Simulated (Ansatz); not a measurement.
# BClH5MgOSi: the cost of one run

The runs use Ansatz 0.2.0; RHF/def2-SVPD.

## (1) The system as given

SMILES `[MgH][BH]O[SiH3]`, 9 atoms, charge 0, spin multiplicity 1.

Atoms are counted from 1 here; the program's logs count them from 0.

Bond lengths: Mg1–B2 2.322 Å, Mg1–H5 1.730 Å, B2–O3 1.372 Å, B2–H6 1.237 Å, O3–Si4 1.713 Å, Si4–H7 1.502 Å, Si4–H8 1.499 Å, Si4–H9 1.499 Å. Angles: B2–Mg1–H5 179.9°, Mg1–B2–O3 118.3°, Mg1–B2–H6 125.9°, O3–B2–H6 115.7°, B2–O3–Si4 130.4°, O3–Si4–H7 110.0°, O3–Si4–H8 107.4°, O3–Si4–H9 107.3°, H7–Si4–H8 111.0°, H7–Si4–H9 111.1°, H8–Si4–H9 109.9°.

As a file:

```tsv
atom	x (Å)	y (Å)	z (Å)
Mg1	-1.52667	2.56738	-0.60491
B2	-0.28729	0.86581	0.37413
O3	-0.01317	-0.25233	-0.37238
Si4	0.85381	-1.67332	0.03290
H5	-2.44951	3.83722	-1.33313
H6	0.16152	0.86544	1.52668
H7	1.39194	-1.56675	1.43090
H8	-0.09535	-2.82704	-0.09112
H9	1.96472	-1.81639	-0.96308
```

This geometry comes from a loose relaxation at PBE in a small basis, which is not shown.

## (4) The grid

The probe is moved over a plane parallel to the molecule's main plane, 4.30 Å above it (x and y are the axes of that plane, centred on the molecule).

- x of the probe's Cl atom: 13 values from −5.34 to 5.34 Å
- y of the probe's Cl atom: 7 values from −2.67 to 2.67 Å

Nothing else is relaxed (molecule and probe rigid). Energies count from molecule and probe far apart, each relaxed in its own basis (no counterpoise correction). Points are written as (first, second).

The probe Cl- moves over a plane: parallel to the molecule's main plane, 4.30 Å above it. The molecule is turned into the frame of its main axes, as the inputs below show.

(The set-up runs are not shown.)

## (5) Grid point (1.78 Å, 0.00 Å)

File input.yaml:

```yaml
crystal:
  periodic: [false, false, false]
  atoms:
    - { symbol: Mg, position_ang: [2.587376, -0.242258, -0.000351] }
    - { symbol: B, position_ang: [0.397482, 0.594372, 0.000123] }
    - { symbol: O, position_ang: [-0.663579, -0.257459, 0.000839] }
    - { symbol: Si, position_ang: [-2.321279, -0.094654, -0.00061] }
    - { symbol: H, position_ang: [4.197078, -0.845889, -0.00053] }
    - { symbol: H, position_ang: [0.113502, 1.781131, 0.000279] }
    - { symbol: H, position_ang: [-2.69449, 1.33732, 0.010112] }
    - { symbol: H, position_ang: [-2.85379, -0.749659, -1.214186] }
    - { symbol: H, position_ang: [-2.856944, -0.76842, 1.201177] }
    - { symbol: Cl, position_ang: [1.78, 0.0, 4.3] }
total_charge: -1
basis:
  gaussian: { orbitals: def2-SVPD }
hamiltonian:
  xc: hf
output:
  forces: true
```

On the command line:

```sh
$ ansatz run input.yaml --threads 1 --pin off --max-ram 2560MiB --backend cpu --events-out ev --progress --plain --runs-dir out
```

What time and memory should one allow on 1 thread of Intel Xeon Platinum 8488C (Sapphire Rapids), shared host?

About 4.1 s, with a peak of 0.35 GiB.
